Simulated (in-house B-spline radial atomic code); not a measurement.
# Ar²⁺: excited configurations

Aim: the energies of several excited configurations of Ar²⁺ above a reference configuration, each from its own self-consistent run.

Method: scalar-relativistic (spin-free one-electron X2C) PBEsol, spin-polarised, spherical fractional occupations, Fermi nucleus, basis-set limit. Code: in-house B-spline radial atomic code version 1.

## Step 1: Starting point

| Property | Result |
| --- | --- |
| element | argon (Z = 18) |
| charge | +2 |
| electrons | 16 |
| configuration | [Ne] 3s2 3p4 |
| Hamiltonian | scalar-relativistic (X2C) |
| nucleus | Fermi, rms radius 3.427 fm |

The outer shells:

[Ne] 3s2 3p4
```
[Ne] core
3s [↑↓]
3p [↑↓][↑ ][↑ ]
```

Where spins are not typed, each open shell is filled with up spins first.

## Step 2: Reference run

The run's settings:

```ini
Z = 18
electrons = 16.0
configuration = [Ne] 3s2 3p4
hamiltonian = x2c
method = pbesol
spin_polarised = True
nucleus = fermi
rms_radius = 3.4274
mass_number = 40
atomic_mass = 39.96238312204
speed_of_light = 137.035999084
```

## Step 3: Run with [He] 2s2 2p5 3s2 3p4 4p1

The settings differ from step 2 so:

```diff
@@ -2,3 +2,3 @@
 electrons = 16.0
-configuration = [Ne] 3s2 3p4
+configuration = [He] 2s2 2p5 3s2 3p4 4p1
 hamiltonian = x2c
```

## Step 4: [Ne] 3s1 3p4 4s1

The settings differ from step 3 so:

```diff
@@ -2,3 +2,3 @@
 electrons = 16.0
-configuration = [He] 2s2 2p5 3s2 3p4 4p1
+configuration = [Ne] 3s1 3p4 4s1
 hamiltonian = x2c
```

## Step 5: [Ne] 3s2 3p3 4f1

The settings differ from step 4 so:

```diff
@@ -2,3 +2,3 @@
 electrons = 16.0
-configuration = [Ne] 3s1 3p4 4s1
+configuration = [Ne] 3s2 3p3 4f1
 hamiltonian = x2c
```

## Step 6: Run with [Ne] 3s1 3p4 4p1

The settings differ from step 5 so:

```diff
@@ -2,3 +2,3 @@
 electrons = 16.0
-configuration = [Ne] 3s2 3p3 4f1
+configuration = [Ne] 3s1 3p4 4p1
 hamiltonian = x2c
```

## Step 7: Configuration [He] 2s2 2p5 3s2 3p5

The settings differ from step 6 so:

```diff
@@ -2,3 +2,3 @@
 electrons = 16.0
-configuration = [Ne] 3s1 3p4 4p1
+configuration = [He] 2s2 2p5 3s2 3p5
 hamiltonian = x2c
```

## Step 8: Configuration [He] 2s2 2p5 3s2 3p4 4s1

The settings differ from step 7 so:

```diff
@@ -2,3 +2,3 @@
 electrons = 16.0
-configuration = [He] 2s2 2p5 3s2 3p5
+configuration = [He] 2s2 2p5 3s2 3p4 4s1
 hamiltonian = x2c
```

## Step 9: Configuration [Ne] 3s1 3p5

The settings differ from step 8 so:

```diff
@@ -2,3 +2,3 @@
 electrons = 16.0
-configuration = [He] 2s2 2p5 3s2 3p4 4s1
+configuration = [Ne] 3s1 3p5
 hamiltonian = x2c
```

## Step 10: Run with [Ne] 3s1 3p4 4f1

The settings differ from step 9 so:

```diff
@@ -2,3 +2,3 @@
 electrons = 16.0
-configuration = [Ne] 3s1 3p5
+configuration = [Ne] 3s1 3p4 4f1
 hamiltonian = x2c
```

Before running: How far above the reference does each configuration lie (order and size, in eV)?

The runs gave:

| net move | configuration | 2|M_S|+1 | energy above the reference (eV) | largest <r> (bohr) |
| --- | --- | --- | --- | --- |
| 3s → 3p | [Ne] 3s1 3p5 | 3 | 14.994 | 1.48 |
| 3p → 4f | [Ne] 3s2 3p3 4f1 | 5 | 32.430 | 5.62 |
| 3s → 4s | [Ne] 3s1 3p4 4s1 | 5 | 36.608 | 3.29 |
| 3s → 4p | [Ne] 3s1 3p4 4p1 | 5 | 40.279 | 3.76 |
| 3s → 4f | [Ne] 3s1 3p4 4f1 | 5 | 47.892 | 5.61 |
| 2p → 3p | [He] 2s2 2p5 3s2 3p5 | 3 | 235.86 | 1.39 |
| 2p → 4s | [He] 2s2 2p5 3s2 3p4 4s1 | 5 | 260.98 | 3.22 |
| 2p → 4p | [He] 2s2 2p5 3s2 3p4 4p1 | 5 | 264.67 | 3.65 |

The lowest of them is 3s → 3p at 14.994 eV and the highest 2p → 4p at 264.67 eV. 3 of them lie more than 60 % above minus the reference's highest level (33.943 eV), in the range where a state can decay by emitting an electron. The reference has 2|M_S|+1 = 3; 6 of the configurations differ from it in spin. These are spherical averages at the typed spins, not spectroscopic levels.
